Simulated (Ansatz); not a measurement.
# CH₅BSeSi: one species, many methods

The task here is to estimate one member of a computed series from the others.

The runs use Ansatz 0.2.0, Gaussian basis; functionals in def2-TZVPP, the program's frozen cores in correlated methods.

The runs, in order: PBE-D4, r2SCAN-D4, PBE0-D4, B3LYP-D4, ωB97X-V, ωB97M-V, B2PLYP; CCSD(T)/def2-TZVPP; MP2/def2-QZVPP; extrapolation to the limit.

## Structure used throughout

An earlier PBE0-D4 in a triple-zeta def2 set relaxation fixed the geometry.

SMILES `B1[SiH2]C[Se]1`, 9 atoms, charge 0, spin multiplicity 1.

Atoms are counted from 1 here; the program's logs count them from 0.

Bond lengths: B1–Si2 1.998 Å, B1–Se4 1.912 Å, B1–H5 1.188 Å, Si2–C3 1.907 Å, Si2–H6 1.492 Å, Si2–H7 1.492 Å, C3–Se4 1.979 Å, C3–H8 1.089 Å, C3–H9 1.089 Å. Angles: Si2–B1–Se4 91.8°, Si2–B1–H5 144.0°, Se4–B1–H5 124.2°, B1–Si2–C3 87.6°, B1–Si2–H6 118.2°, B1–Si2–H7 118.0°, C3–Si2–H6 112.4°, C3–Si2–H7 112.3°, H6–Si2–H7 107.2°, Si2–C3–Se4 92.5°, Si2–C3–H8 116.8°, Si2–C3–H9 116.8°, Se4–C3–H8 109.9°, Se4–C3–H9 110.0°, H8–C3–H9 109.4°, B1–Se4–C3 88.0°.

Set-up of the first run:

in.yaml reads:

```yaml
crystal:
  periodic: [false, false, false]
  atoms:
    - {symbol: B, position_ang: [-0.942660, 0.296660, -1.279356]}
    - {symbol: Si, position_ang: [0.685854, 0.640098, -0.173066]}
    - {symbol: C, position_ang: [0.086034, -0.741365, 0.995965]}
    - {symbol: Se, position_ang: [-1.525885, -1.089077, -0.098734]}
    - {symbol: H, position_ang: [-1.530606, 0.633428, -2.255780]}
    - {symbol: H, position_ang: [0.804435, 1.958141, 0.516105]}
    - {symbol: H, position_ang: [2.017072, 0.336034, -0.774415]}
    - {symbol: H, position_ang: [-0.205668, -0.440594, 2.001513]}
    - {symbol: H, position_ang: [0.700026, -1.639525, 1.050668]}
basis:
  gaussian: {orbitals: def2-TZVPP}
hamiltonian: {xc: pbe, dispersion: d4}
output: {forces: true, orbitals: {seedname: orbitals}}
```

Run with:

```sh
$ ansatz run in.yaml --threads 4 --pin off --events-out ev --progress --plain --max-ram 10444MiB
```

Among the steps run: PBE-D4 (GGA); r2SCAN-D4 (meta-GGA); PBE0-D4 (hybrid); B3LYP-D4 (hybrid); ωB97X-V (range-separated); ωB97M-V (range-separated); B2PLYP (double hybrid); CCSD(T) in def2-TZVPP; MP2 in def2-QZVPP.

One table of the session follows, with a row left open; its other results are not shown here.

```
            method  atomisation energy (eV)
            PBE-D4                        ?
         r2SCAN-D4                   31.870
           PBE0-D4                   31.799
          B3LYP-D4                   31.557
           ωB97X-V                   31.778
           ωB97M-V                   31.608
            B2PLYP                   31.204
     HF/def2-TZVPP                   23.445
    MP2/def2-TZVPP                   31.183
   CCSD/def2-TZVPP                   30.309
CCSD(T)/def2-TZVPP                   30.824
           MP2/CBS                   31.989
       CCSD(T)/CBS                   31.630
```

**Question.** Estimate the row for PBE-D4.

The run gave: atomisation energy (eV): 32.144. In the column «atomisation energy (eV)» it is the highest.

Caveats from the session: Free atoms (1 B, 1 Si, 1 C, 1 Se, 5 H) were run apart at each level; the atomisation energy is their sum less the molecule, without zero-point or spin-orbit terms.
